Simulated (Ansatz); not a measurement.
From input file to script: Sr₃SbN, space group Pm-3m in Ansatz 0.2.0.

```yaml
crystal:
  lattice: { bravais: cubic, a: 5.194965 }
  space_group: 221
  atoms:
    - { symbol: Sr, position: [0.0, 0.5, 0.5] }
    - { symbol: Sb, position: [0.0, 0.0, 0.0] }
    - { symbol: "N", position: [0.5, 0.5, 0.5] }
accuracy: medium
basis:
  ecutwfc: 500.0
kpoints:
  mp_grid: { grid: [2, 2, 2] }
hamiltonian:
  xc: r2scan
  dispersion: d3bj
  pseudopotentials: { kind: paw }
scf:
  occupations: { method: fixed }
  eigensolver: { kind: auto }
relax:
  max_steps: 40
  random_displacement: { amplitude: 0.1, seed: 819 }
output:
  bader: true
```

Launched from the shell:
```console
$ ansatz run input.yaml --threads 1 --pin off --max-ram 3072MiB --backend cpu --events-out ev --progress --plain --runs-dir out
Warning: the engine holds no damping parameters fitted to this dispersion correction and functional, so the run takes those fitted to r2scan beside the three-body term, which d3bj leaves out (hamiltonian.dispersion, under Limitations)
crystal.space_group: 221 is read as Pm-3m: the typed cell holds Sr3Sb1N1 (Sr 3c, Sb 1a, N 1b). Least distances (Å): Sr–Sr 3.673, Sr–Sb 3.673, Sr–N 2.597, Sb–Sb 5.195, Sb–N 4.499, N–N 5.195
crystal.space_group generates its sites in this order, which a site index counts, at these fractional coordinates of the primitive cell where crystal.reduce_to_primitive is true, and else of the cell that is read (crystal.supercell repeats the list replica by replica, and crystal.defects acts on that): 0: Sr [0.000000, 0.500000, 0.500000]; 1: Sr [0.500000, [...]
Engine: ansatz 0.2.0, x86_64-unknown-linux-gnu
Pseudopotentials: kind: paw
Pseudopotential: Sr, paw, valence charge 10, recommended cutoff 500 eV (meta_gga), Sr.paw.azcp
Pseudopotential: Sb, paw, valence charge 15, recommended cutoff 500 eV (meta_gga), Sb.paw.azcp
Pseudopotential: N, paw, valence charge 5, recommended cutoff 500 eV (meta_gga), N.paw.azcp
Functional definition: r2SCAN
  parameter k0 = 0.174
  parameter k1 = 0.065
  parameter a1 = 4.9479
  exchange = r2scan_x(k0 = k0, k1 = k1, a1 = a1)
  correlation = r2scan_c
Crystal: 5 atoms, lattice volume = 140.200 Å³
Basis set: ecut = 500 eV, 3575 PW (Γ), exchange–correlation on 160×160×160 points (64 copies of the dense FFT grid, shifted against one another)
Bands: 30, of which v1, the nominal top of the filled ones, is band 25 counted from 1 (24 counted from 0)
Symmetry: 1 space group operations
k-points: 8
Non-local potential: Sr, projectors of the file, l = 0: 3, l = 1: 2, l = 2: 2
Non-local potential: Sb, projectors of the file, l = 0: 2, l = 1: 2, l = 2: 2, l = 3: 2
Non-local potential: N, projectors of the file, l = 0: 2, l = 1: 2, l = 2: 1
PAW form: soft (Blöchl's): semilocal exchange-correlation on the pseudo side does not see the compensation charge
PAW frozen core: Sr, regenerated for the run's functional (the file was generated under x = pbe(κ = 0.804, μ = 0.2195149727645171), c = pbe(β = 0.06672455060314922))
PAW frozen core: Sb, regenerated for the run's functional (the file was generated under x = pbe(κ = 0.804, μ = 0.2195149727645171), c = pbe(β = 0.06672455060314922))
PAW frozen core: N, regenerated for the run's functional (the file was generated under x = pbe(κ = 0.804, μ = 0.2195149727645171), c = pbe(β = 0.06672455060314922))
PAW one-centre angular grid: Sr, 302 points (default); XC on 160 Gauss nodes
PAW one-centre angular grid: Sb, 590 points (default); XC on 160 Gauss nodes
PAW one-centre angular grid: N, 302 points (default); XC on 160 Gauss nodes
Initial density: superposition of atomic densities (neutral atoms: chi_scale 0, normalization atom), corrected by the library's trained network
Initial wavefunctions: pseudopotential atomic-orbital guess
Functional: x = r2scan, c = r2scan; τ floored in thin density (d = 2e-4 eV/Å³)
SCF iter   1: F=—  HF=-17554.876642 eV  |F-HF|=—  |Δ(HF+E_count)|=         —  Δρ=8.71e-3  dr2=2.11e-1  dr2_τ=1.02e-1  ethr=1.77e-3  ⟨swp⟩=5.8  Hψ=975  notcnv=0  defer=15
preconditioner: auto → Resta (q_TF=auto, 2.298 Å⁻¹)  ε∞=2.7  [insulator: Δε(μ)=0.824 eV  Ē_g=13.944 eV  n_scr=26 (ndim 8)  ℏωp=18.3 eV  f_vac=0.000  ε∞_Penn≈2.7]
SCF iter   2: F=—  HF=-17555.049441 eV  |F-HF|=—  |Δ(HF+E_count)|=   1.73e-1  Δρ=5.52e-3  dr2=3.47e-2  dr2_τ=8.72e-3  ethr=4.22e-4  ⟨swp⟩=3.0  Hψ=413  notcnv=0  defer=20
SCF iter   3: F=—  HF=-17555.048332 eV  |F-HF|=—  |Δ(HF+E_count)|=   1.11e-3  Δρ=2.29e-3  dr2=1.08e-2  dr2_τ=9.21e-4  ethr=6.95e-5  ⟨swp⟩=2.8  Hψ=320  notcnv=0  defer=16
automatic band count: iteration 3 solves 29 bands in place of 30: the levels show a gap, and the empty bands left out lie too high to hold charge; the band table lists the bands solved (type scf.n_extra_bands for more)
SCF iter   4: F=—  HF=-17555.048271 eV  |F-HF|=—  |Δ(HF+E_count)|=   6.07e-5  Δρ=8.03e-4  dr2=9.60e-4  dr2_τ=7.37e-5  ethr=2.16e-5  ⟨swp⟩=2.8  Hψ=320  notcnv=0  defer=16
SCF iter   5: F=—  HF=-17555.048313 eV  |F-HF|=—  |Δ(HF+E_count)|=   4.14e-5  Δρ=1.84e-4  dr2=5.86e-5  dr2_τ=3.69e-6  ethr=1.92e-6  ⟨swp⟩=2.1  Hψ=312  notcnv=0  defer=16
SCF iter   6: F=—  HF=-17555.048335 eV  |F-HF|=—  |Δ(HF+E_count)|=   2.16e-5  Δρ=5.32e-5  dr2=4.34e-6  dr2_τ=2.67e-7  ethr=1.17e-7  ⟨swp⟩=2.9  Hψ=426  notcnv=0  defer=16
SCF iter   7: F=-17555.048335 eV  HF=-17555.048336 eV  |F-HF|=3.30e-7  |Δ(HF+E_count)|=   1.02e-6  Δρ=1.59e-5  dr2=5.22e-7  dr2_τ=7.91e-8  ethr=5.00e-9  ⟨swp⟩=5.1  Hψ=915  notcnv=0
SCF 1 converged in 7 iterations: F = -17555.048335 eV  dr2 = 5.22e-7
  greatest PAW one-centre occupation: 0.993 electrons in one spin orbital (limit 2), on the Sb atom at site 3 (counted from 0), in its partial waves of l = 2
relax step   1: F+E_penalty+E_count = -17555.04833519 eV  Δ(F+E_penalty+E_count) = +0.000e0 eV  max|allowed force component| = 1.873e-1 eV/Å  Δτ_max = 0.0000 Å  (7 SCF iters, dr2 threshold 2.50e-6 eV, accepted)
Initial density: handed on by an earlier stage of this run
Initial wavefunctions: those handed on with the density
iter 1 solved again at ethr=4.68e-4 eV; its pass at ethr=3.10e-3 eV (dr2=2.34e-1 eV) is discarded
SCF iter   1: F=—  HF=-17554.552167 eV  |F-HF|=—  |Δ(HF+E_count)|=         —  Δρ=1.20e-2  dr2=2.39e-1  dr2_τ=2.90e0  ethr=4.68e-4  ⟨swp⟩=1.0  Hψ=1196  notcnv=0  defer=6
automatic band count: iteration 1 solves 29 bands in place of 30: the levels show a gap, and the empty bands left out lie too high to hold charge; the band table lists the bands solved (type scf.n_extra_bands for more)
preconditioner: auto → Resta (q_TF=auto, 2.298 Å⁻¹)  ε∞=5.3  [insulator: Δε(μ)=0.435 eV  Ē_g=5.989 eV  n_scr=26 (ndim 8)  ℏωp=12.4 eV  f_vac=0.000  ε∞_Penn≈5.3]
SCF iter   2: F=—  HF=-17554.880560 eV  |F-HF|=—  |Δ(HF+E_count)|=   3.28e-1  Δρ=6.55e-3  dr2=4.78e-2  dr2_τ=3.45e-3  ethr=4.68e-4  ⟨swp⟩=3.0  Hψ=480  notcnv=0  defer=14
SCF iter   3: F=—  HF=-17554.880082 eV  |F-HF|=—  |Δ(HF+E_count)|=   4.78e-4  Δρ=2.76e-3  dr2=9.68e-3  dr2_τ=2.00e-3  ethr=9.55e-5  ⟨swp⟩=4.0  Hψ=440  notcnv=0  defer=16
SCF iter   4: F=—  HF=-17554.880698 eV  |F-HF|=—  |Δ(HF+E_count)|=   6.16e-4  Δρ=1.06e-3  dr2=1.70e-3  dr2_τ=2.48e-4  ethr=1.94e-5  ⟨swp⟩=2.4  Hψ=316  notcnv=0  defer=16
SCF iter   5: F=—  HF=-17554.881116 eV  |F-HF|=—  |Δ(HF+E_count)|=   4.18e-4  Δρ=3.93e-4  dr2=2.66e-4  dr2_τ=1.75e-5  ethr=3.39e-6  ⟨swp⟩=2.1  Hψ=321  notcnv=0  defer=16
[... 65 lines left out ...]
SCF 8 converged in 6 iterations: F = -17555.091288 eV  dr2 = 1.43e-8
relax step   8: F+E_penalty+E_count = -17555.09128845 eV  Δ(F+E_penalty+E_count) = -1.744e-4 eV  max|allowed force component| = 1.014e-3 eV/Å  Δτ_max = 0.0083 Å  (6 SCF iters, accepted)
iter 1 solved again at ethr=2.86e-11 eV; its pass at ethr=3.10e-3 eV (dr2=1.43e-8 eV) is discarded
SCF iter   1: F=—  HF=-17555.091288 eV  |F-HF|=—  |Δ(HF+E_count)|=         —  Δρ=3.04e-6  dr2=1.43e-8  dr2_τ=8.29e-10  ethr=2.86e-11  ⟨swp⟩=1.0  Hψ=800  notcnv=0  defer=16
preconditioner: auto → Resta (q_TF=auto, 2.298 Å⁻¹)  ε∞=2.7  [insulator: Δε(μ)=0.788 eV  Ē_g=13.840 eV  n_scr=26 (ndim 8)  ℏωp=18.2 eV  f_vac=0.000  ε∞_Penn≈2.7]
SCF iter   2: F=-17555.091288 eV  HF=-17555.091288 eV  |F-HF|=5.08e-9  |Δ(HF+E_count)|=   8.63e-9  Δρ=1.91e-6  dr2=5.70e-9  dr2_τ=1.07e-10  ethr=2.86e-11  ⟨swp⟩=4.0  Hψ=655  notcnv=0
SCF 9 converged in 2 iterations: F = -17555.091288 eV  dr2 = 5.70e-9
SCF converged after 2 iterations
Free energy (F): -17555.091288 eV
Harris-Foulkes:  -17555.091288 eV  (|F-HF|=5.08e-9)
Internal energy: -17555.091288 eV  (E = F + TS)
E sigma→0 (E₀):  -17555.091288 eV
Fermi energy:    8.326361 eV
--- Per-component energies (eV) ---
  E_band       = -459.897510
  E_kinetic    = 1077.291839
  E_local      = -3808.493079  (includes V_loc(G=0)·N_el)
  E_nonlocal   = 1012.655116
  E_hartree    = 1297.873787
  E_xc         = -679.927013
  E_vxc        = -722.997088  (∫ρ·V_xc dr)
  E_paw        = -12879.014212  (= ΣΔE_a)
  E_vpaw       = -654.041436  (= ΣTr[D̂ρ^β])
  E_aug_tail   = 0.000016  (compensation charges beyond the density's cutoff)
  E_vtau       = 39.939547  (kinetic-family band-sum trace: ∫τ·v_τ [+ j·A + Jᵃ·Aᵃ] dr)
  E_ewald      = -3574.791422
  E_disp       = -0.724683  (pairwise vdW)
  E_core_change = 0.038363  (= ΣΔE_core)
  E_smearing   = -0.000000  (= −TS)
  E_closure    = 0.000000  (closes the sum)
  Σ components = -17555.091288   (vs F -17555.091288, Δ=0.00e0)
--- Forces (eV/Å), atoms counted from 1 ---
  atom   1  Sr     0.00027473    -0.00007156    -0.00099012
  atom   2  Sr    -0.00022997    -0.00026733     0.00072718
  atom   3  Sr     0.00043435     0.00060585    -0.00028005
  atom   4  Sb    -0.00071789    -0.00016042     0.00049277
  atom   5  N      0.00030106    -0.00017651    -0.00000917
  max |Σ_I F_I| component: 7.00e-5 eV/Å
--- Relaxed structure (8 steps of the walk, 7 accepted, 0 SCFs on fresh bases) ---
  F+E_penalty+E_count = -17555.09128845 eV   max|allowed force component| = 1.014e-3 eV/Å
  atoms:
    - { symbol: Sr, position: [-0.005379703473666754, 0.49387264895860705, 0.5167395594906444] }
    - { symbol: Sr, position: [0.4916789795839743, -0.003259558633603937, 0.5159788886660786] }
    - { symbol: Sr, position: [0.49121242666907683, 0.4936663803597848, 0.013171151869954555] }
    - { symbol: Sb, position: [0.016172213680578324, 0.0170181086475283, -0.008422647877312674] }
    - { symbol: N, position: [0.5154829341670498, 0.5167266408920107, 0.4922439300706006] }
--- Bader charges: 5 sites ---
  site symbol  charge [e]  shift [e]
     0     Sr      1.3936     0.0001
     1     Sr      1.3939     0.0001
     2     Sr      1.3936     0.0001
     3     Sb     -2.1234     0.0000
     4      N     -2.0577     0.0002
  estimated error of the sums over rays = 6.0e-4 e
```

The script, `sr3sbn.py`:
```python
# -*- coding: utf-8 -*-
'''Ionic relaxation of Sr3SbN.'''

from dataclasses import dataclass

import ansatz as az
from ase import Atoms
from ase.data import atomic_numbers
from ase.io import write
from ase.neighborlist import neighbor_list
import numpy as np
from pymatgen.analysis.ewald import EwaldSummation
from pymatgen.core import Structure
import spglib


@dataclass(frozen=True)
class RunConfig:
    xc: str = 'r2scan'
    dispersion: str = 'd3bj'
    cutoff: int = 500
    kmesh: tuple[int, ...] = (2, 2, 2)
    filling: str = 'fixed'


cfg = RunConfig()

cell = (
    az.Lattice.cubic(5.194965)
    .space_group(221)
    .atom('Sr', (0.0, 0.5, 0.5))
    .atom('Sb', (0.0, 0.0, 0.0))
    .atom('N', (0.5, 0.5, 0.5))
)

job = (
    cell.calculation()
    .functional(cfg.xc, dispersion=cfg.dispersion)
    .pseudopotentials('paw')
    .basis(cfg.cutoff)
    .accuracy('medium')
    .kpoints(*cfg.kmesh)
    .occupations(cfg.filling)
    .eigensolver('auto')
    .relax(max_steps=40, random_displacement=True, displacement_amplitude=0.1, displacement_seed=819)
    .bader_charges()
)
steps = []


def collect(event):
    if event['event'] == 'relax_step':
        steps.append(event['data'])


res = job.session().plan().execute(on_event=collect)
report = res.report
for s in steps:
    flag = '' if s['accepted'] else '  (rejected)'
    print('step %2d  E = %.5f eV  largest force component = %.4f eV/A%s' % (s['step'], s['lagrangian_ev'], s['allowed_force_max_ev_ang'], flag))

first, last = steps[0], steps[-1]
symbols = [site.symbol for site in res.lattice.sites]
print(f'energy gained {first["lagrangian_ev"] - last["lagrangian_ev"]:.4f} eV in {len(steps) - 1} steps')

final = Atoms(symbols, positions=last['positions_ang'], cell=res.lattice.cell_ang, pbc=True)
i, j, d = neighbor_list('ijd', final, 4.5)
print('neighbours within 1.2 times the shortest distance of each atom (A)')
for atom in range(len(final)):
    near = [m for m in np.argsort(d) if i[m] == atom]
    shell = [m for m in near if d[m] < 1.2 * d[near[0]]]
    print(f'{symbols[atom]}{atom} ({len(shell)}):', ', '.join(f'{symbols[j[m]]} {d[m]:.3f}' for m in shell))

print('relaxed fractional positions')
for site in res.lattice.sites:
    print(f'  {site.symbol:2s}', ' '.join(f'{v % 1:8.5f}' for v in np.round(site.position_frac, 5)))

fractions = [site.position_frac for site in res.lattice.sites]
numbers = [atomic_numbers[s] for s in symbols]
for tolerance in (1e-3, 1e-2, 1e-1):
    print(f'space group at {tolerance} A:', spglib.get_spacegroup((res.lattice.cell_ang, fractions, numbers), symprec=tolerance))

relaxed = Atoms(symbols, positions=[site.position_ang for site in res.lattice.sites], cell=res.lattice.cell_ang, pbc=True)
write('relaxed.extxyz', relaxed, format='extxyz')

n_atoms = len(report['lattice']['sites'])
print('F =', round(report['free_energy_ev'], 4), 'eV for', n_atoms, 'atoms')
print('E(sigma -> 0) =', round(report['energy_sigma0_ev'], 4), 'eV, TS =', round(report['entropy_ts_ev'], 5), 'eV')
print('closed by', report['closed_by'], 'after', report['n_iterations'], 'iterations')

final = Structure(res.lattice.cell_ang, [s.symbol for s in res.lattice.sites], [s.position_frac for s in res.lattice.sites])
# point charges of the Bader values: a model, not a term of the DFT energy
charges = [a.partial_charge_e for a in res.bader_charges().atoms]
shift = sum(charges) / len(charges)
ionic = final.copy()
ionic.add_oxidation_state_by_site([q - shift for q in charges])
print('Bader charges', [round(q, 3) for q in charges])
print(f'point-charge energy {EwaldSummation(ionic).total_energy / len(ionic):.3f} eV/atom')
```

Running `python sr3sbn.py` prints:
```text
DeckWarning: the engine holds no damping parameters fitted to this dispersion correction and functional, so the run takes those fitted to r2scan beside the three-body term, which d3bj leaves out (hamiltonian.dispersion, under Limitations)
step  1  E = -17555.04834 eV  largest force component = 0.1873 eV/A
step  2  E = -17554.88128 eV  largest force component = 1.3908 eV/A  (rejected)
step  3  E = -17555.06260 eV  largest force component = 0.0923 eV/A
step  4  E = -17555.07844 eV  largest force component = 0.1026 eV/A
step  5  E = -17555.08854 eV  largest force component = 0.0585 eV/A
step  6  E = -17555.09106 eV  largest force component = 0.0173 eV/A
step  7  E = -17555.09111 eV  largest force component = 0.0202 eV/A
step  8  E = -17555.09129 eV  largest force component = 0.0010 eV/A
energy gained 0.0430 eV in 7 steps
neighbours within 1.2 times the shortest distance of each atom (A)
Sr0 (2): N 2.495, N 2.711
Sr1 (2): N 2.500, N 2.707
Sr2 (2): N 2.495, N 2.712
Sb3 (12): Sr 3.495, Sr 3.498, Sr 3.498, Sr 3.672, Sr 3.673, Sr 3.679, Sr 3.680, Sr 3.685, Sr 3.687, Sr 3.852, Sr 3.853, Sr 3.854
N4 (6): Sr 2.495, Sr 2.495, Sr 2.500, Sr 2.707, Sr 2.711, Sr 2.712
relaxed fractional positions
  Sr  0.99462  0.49387  0.51674
  Sr  0.49168  0.99674  0.51598
  Sr  0.49121  0.49367  0.01317
  Sb  0.01617  0.01702  0.99158
  N   0.51548  0.51673  0.49224
space group at 0.001 A: P1 (1)
space group at 0.01 A: Cm (8)
space group at 0.1 A: R3m (160)
F = -17555.0913 eV for 5 atoms
E(sigma -> 0) = -17555.0913 eV, TS = 0.0 eV
closed by deck_thresholds after 2 iterations
Bader charges [1.394, 1.394, 1.394, -2.123, -2.058]
point-charge energy -11.983 eV/atom
```
(Warnings from the package without file and line.)

What to keep in mind:
- The settings weren't tested for convergence.
- The dispersion term runs with damping parameters of another functional.
- Energy and stress may still move on a finer k-point mesh.
- Energies along a relaxation are free energies. A last row that repeats the one before re-solves the same geometry more tightly.
- The first row is the displaced cell, and groups found at tight tolerances show what the force threshold leaves of the kick.
- The cell relaxed to the group R3m; tensors and edges are in the axes of the typed cell.
- This cell is a computed structure, which may not be the phase found in nature.
- Timing: 65 s on 1 thread of Intel(R) Xeon(R) 6975P-C (Granite Rapids), on a shared host, peak memory 0.81 GiB.

(A comment or docstring line of the script was reworded after the run, the code is as it ran; lines on the test bed's own set-up are left out of the output.)
